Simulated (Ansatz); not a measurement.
# C₆H₁₄F₂Si: basis-set convergence

The task here is to estimate one member of a computed series from the others.

Program: Ansatz 0.2.0, Gaussian basis. Level of theory: one geometry, several basis sets. These are calculated values, not measurements.

Levels to be run: PBE0-D4/def2-SVP; ωB97M-V/def2-SVP; PBE0-D4/def2-QZVPP; ωB97M-V/def2-QZVPP; the functionals' def2-TZVPP values are taken from earlier runs.

**The relaxed structure**

An earlier PBE0-D4 in a triple-zeta def2 set relaxation fixed the geometry.

SMILES `CC(C)(C)C[Si](C)(F)F`, 23 atoms, charge 0, spin multiplicity 1.

Atoms are counted from 1 here; the program's logs count them from 0.

Bond lengths: C1–C2 1.528 Å, C1–H10 1.094 Å, C1–H11 1.094 Å, C1–H12 1.094 Å, C2–C3 1.527 Å, C2–C4 1.527 Å, C2–C5 1.540 Å, C3–H13 1.092 Å, C3–H14 1.094 Å, C3–H15 1.093 Å, C4–H16 1.094 Å, C4–H17 1.092 Å, C4–H18 1.093 Å, C5–Si6 1.855 Å, C5–H19 1.099 Å, C5–H20 1.099 Å, Si6–C7 1.847 Å, Si6–F8 1.598 Å and more. Angles: C2–C1–H10 111.1°, C2–C1–H11 111.1°, C2–C1–H12 110.8°, H10–C1–H11 107.9°, H10–C1–H12 107.9°, H11–C1–H12 107.9°, C1–C2–C3 108.9°, C1–C2–C4 108.9°, C1–C2–C5 108.2°, C3–C2–C4 109.6°, C3–C2–C5 110.6°, C4–C2–C5 110.6°, C2–C3–H13 111.9°, C2–C3–H14 111.1°, C2–C3–H15 110.3°, H13–C3–H14 107.7°, H13–C3–H15 107.9°, H14–C3–H15 107.8° and more.

Set-up of the first run:

in.yaml

```yaml
crystal:
  periodic: [false, false, false]
  atoms:
    - {symbol: C, position_ang: [0.942088, -1.728006, -1.381822]}
    - {symbol: C, position_ang: [0.338855, -1.035074, -0.160952]}
    - {symbol: C, position_ang: [1.333794, -1.114127, 0.994171]}
    - {symbol: C, position_ang: [-0.953037, -1.750565, 0.225681]}
    - {symbol: C, position_ang: [0.055653, 0.432385, -0.532307]}
    - {symbol: Si, position_ang: [-0.696358, 1.619356, 0.678763]}
    - {symbol: C, position_ang: [-0.913947, 3.316670, -0.015195]}
    - {symbol: F, position_ang: [-2.121862, 1.097829, 1.177620]}
    - {symbol: F, position_ang: [0.195230, 1.730652, 1.999992]}
    - {symbol: H, position_ang: [1.874868, -1.245519, -1.687306]}
    - {symbol: H, position_ang: [0.253724, -1.698609, -2.231228]}
    - {symbol: H, position_ang: [1.162126, -2.776871, -1.163952]}
    - {symbol: H, position_ang: [0.933790, -0.668221, 1.906776]}
    - {symbol: H, position_ang: [2.264145, -0.593875, 0.749101]}
    - {symbol: H, position_ang: [1.581323, -2.157020, 1.209808]}
    - {symbol: H, position_ang: [-1.692247, -1.691327, -0.578210]}
    - {symbol: H, position_ang: [-1.402872, -1.321440, 1.123113]}
    - {symbol: H, position_ang: [-0.756102, -2.808081, 0.421293]}
    - {symbol: H, position_ang: [-0.602433, 0.458350, -1.412414]}
    - {symbol: H, position_ang: [0.991124, 0.904690, -0.863959]}
    - {symbol: H, position_ang: [0.045786, 3.742694, -0.316938]}
    - {symbol: H, position_ang: [-1.569822, 3.301618, -0.888836]}
    - {symbol: H, position_ang: [-1.359028, 3.977593, 0.732299]}
basis:
  gaussian: {orbitals: def2-SVP}
hamiltonian: {xc: pbe0, dispersion: d4}
output: {orbitals: {seedname: orbitals}}
```

Steps of the session up to this table: PBE0-D4 in def2-SVP; ωB97M-V in def2-SVP; PBE0-D4 in def2-QZVPP; ωB97M-V in def2-QZVPP.

One table of the session follows, with a row left open; its other results are not shown here.

It belongs to the step «Density functionals: the series». 

| functional | basis | HOMO (eV) | LUMO (eV) |
| --- | --- | --- | --- |
| PBE0-D4 | def2-SVP | -8.33 | 1.23 |
| PBE0-D4 | def2-TZVPP | -8.36 | 0.72 |
| PBE0-D4 | def2-QZVPP | -8.36 | 0.30 |
| ωB97M-V | def2-SVP | ? | ? |
| ωB97M-V | def2-TZVPP | -10.59 | 2.14 |
| ωB97M-V | def2-QZVPP | -10.59 | 1.40 |

Estimate the missing values for ωB97M-V, def2-SVP.

The run gave: HOMO (eV): -10.56; LUMO (eV): 2.85. In the column «HOMO (eV)» it lies between ωB97M-V, def2-QZVPP (-10.59) and PBE0-D4, def2-TZVPP (-8.36).
